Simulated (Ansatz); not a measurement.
**AlCl2F (SMILES [F][Al]([Cl])[Cl]) at wB97X/def2-SVPD**

What is the vertical electron affinity of AlCl2F at wB97X/def2-SVPD? 

The calculation is run with Ansatz 0.2.0.

41 further runs of the same task are left out: 41 set aside as unsound or not needed.

## Step 1: The molecule

AlCl2F: 4 atoms, total charge 0, spin state singlet. SMILES: `[F][Al]([Cl])[Cl]`. The coordinates come from a PBE0-D4/def2-TZVP relaxation.

Bond lengths: F1–Al2 1.633 Å, Al2–Cl3 2.065 Å, Al2–Cl4 2.065 Å. Angles: F1–Al2–Cl3 119.2°, F1–Al2–Cl4 119.2°, Cl3–Al2–Cl4 121.5°.

## Step 2: The energy at wB97X/def2-SVPD

in.yaml

```yaml
crystal:
  periodic: [false, false, false]
  atoms:
    - {symbol: F, position_ang: [0.087420, 0.388220, 1.682350]}
    - {symbol: Al, position_ang: [0.004800, 0.021530, 0.093600]}
    - {symbol: Cl, position_ang: [1.223040, -1.463690, -0.663450]}
    - {symbol: Cl, position_ang: [-1.315270, 1.053930, -1.112510]}
basis:
  gaussian: {orbitals: def2-SVPD}
hamiltonian: {xc: {name: wB97X}}
accuracy: high
output: {orbitals: {seedname: orbitals}}
```

Command:

```console
$ ansatz run in.yaml --threads 1 --pin off --max-ram 3480MiB --events-out events.jsonl --progress --plain --runs-dir runs
```

Standard output:

```text
Warning: RAYON_NUM_THREADS=1 ignored (pool sized by the plan → 1); use --threads N
Functional definition: wB97X
  name "wB97X"
  parameter omega = 0.3/bohr
  parameter cx = 0.157706
  parameter cx1 = 0.726479
  parameter cx2 = 1.04760
  parameter cx3 = -5.70635
  parameter cx4 = 13.2794
  parameter css1 = -4.33879
  parameter css2 = 18.2308
  parameter css3 = -31.7430
  parameter css4 = 17.2901
  parameter cos1 = 2.37031
  parameter cos2 = -11.3995
  parameter cos3 = 6.58405
  parameter cos4 = -3.78132
  exchange = spin_sum(e_x_unif_sr(omega)*poly(b97_u_x, 1 - cx, cx1, cx2, cx3, cx4)) + cx*exact_x_sr(omega)
      + exact_x_lr(omega)
  correlation = spin_sum(e_c_pw_same_spin*poly(b97_u_same, 1, css1, css2, css3, css4))
      + integral(e_c_pw_opposite_spin*poly(b97_u_opposite, 1, cos1, cos2, cos3, cos4))
1837 factors; integrals over basis functions are off by at most 3.0e-9 eV
491 factors; integrals over basis functions are off by at most 1.7e-9 eV
mean field evaluation 1: about -34349.9888 eV, gradient 3.8e1 eV
mean field evaluation 2: about -34349.7832 eV, gradient 4.5e1 eV
mean field evaluation 4: about -34352.6848 eV, gradient 1.0e0 eV
mean field evaluation 8: about -34352.7490 eV, gradient 6.3e-2 eV
mean field evaluation 16: about -34352.7490 eV, gradient 2.9e-5 eV
mean field -34352.74903054 eV, -1262.4402417426 hartree, gradient 5.5e-8 eV, S^2 0.000000; 0 other end points of the search recorded, 0 dependent functions left out
reference -34352.74902748 eV, -1262.4402416302 hartree; 28, 28 occupied and 73, 73 virtual orbitals, 1837 factors
Total energy: -34352.74902748 eV, -1262.4402416302 hartree
```

Wall time 22 s (1 thread of Intel Xeon Platinum 8375C at 2.90GHz (Ice Lake), shared host); peak memory 0.58 GiB.

## Step 3: The doublet anion, same level

input.yaml

```yaml
crystal:
  periodic: [false, false, false]
  atoms:
    - {symbol: F, position_ang: [0.087420, 0.388220, 1.682350]}
    - {symbol: Al, position_ang: [0.004800, 0.021530, 0.093600]}
    - {symbol: Cl, position_ang: [1.223040, -1.463690, -0.663450]}
    - {symbol: Cl, position_ang: [-1.315270, 1.053930, -1.112510]}
basis:
  gaussian:
    orbitals: def2-SVPD
hamiltonian:
  xc: {name: wB97X}
output:
  orbitals: {seedname: orbitals}
magnetization:
  spin_polarized: true
  initial_magnetization: 1
accuracy: high
total_charge: -1
```

Command:

```console
$ ansatz run input.yaml --threads 1 --pin off --max-ram 3480MiB --events-out events.jsonl --progress --plain --runs-dir runs
```

Standard output (excerpt; [...] marks lines left out):

```text
Warning: RAYON_NUM_THREADS=1 ignored (pool sized by the plan → 1); use --threads N
[... 2 set-up lines as earlier in the session ...]
[...]
      + exact_x_lr(omega)
[...]
      + integral(e_c_pw_opposite_spin*poly(b97_u_opposite, 1, cos1, cos2, cos3, cos4))
1837 factors; integrals over basis functions are off by at most 3.0e-9 eV
491 factors; integrals over basis functions are off by at most 1.7e-9 eV
[...]
mean field -34352.52938921 eV, -1262.4321700726 hartree, gradient 7.8e-8 eV, S^2 0.751395; 2 other end points of the search recorded, 0 dependent functions left out
reference -34352.52938931 eV, -1262.4321700762 hartree; 29, 28 occupied and 72, 73 virtual orbitals, 1837 factors
Total energy: -34352.52938931 eV, -1262.4321700762 hartree
```

Run time: 61 s. Hardware: 1 thread of Intel Xeon Platinum 8375C at 2.90GHz (Ice Lake), shared host; peak memory 0.97 GiB.

## Step 4: What came out

At wB97X/def2-SVPD:

| quantity | value |
| --- | --- |
| singlet AlCl2F: total energy | -1262.44024 Eh |
| singlet AlCl2F: HOMO energy | -12.17 eV |
| singlet AlCl2F: LUMO energy | 0.36 eV |
| singlet AlCl2F: HOMO–LUMO gap | 12.53 eV |
| doublet anion: total energy | -1262.43217 Eh |
| doublet anion: HOMO energy (highest over α and β) | 0.09 eV |
| doublet anion: LUMO energy (lowest over α and β) | 4.32 eV |
| doublet anion: ⟨S²⟩ | 0.751 |
| vertical electron affinity (to the doublet anion) | -0.220 eV |

What this shows: The anion lies 0.22 eV (21.2 kJ/mol) above the neutral: the electron isn't bound at this level, and such a value depends on the basis. The HOMO (doublet anion) lies at positive energy, 0.09 eV; only total energies tell whether the electron is bound.
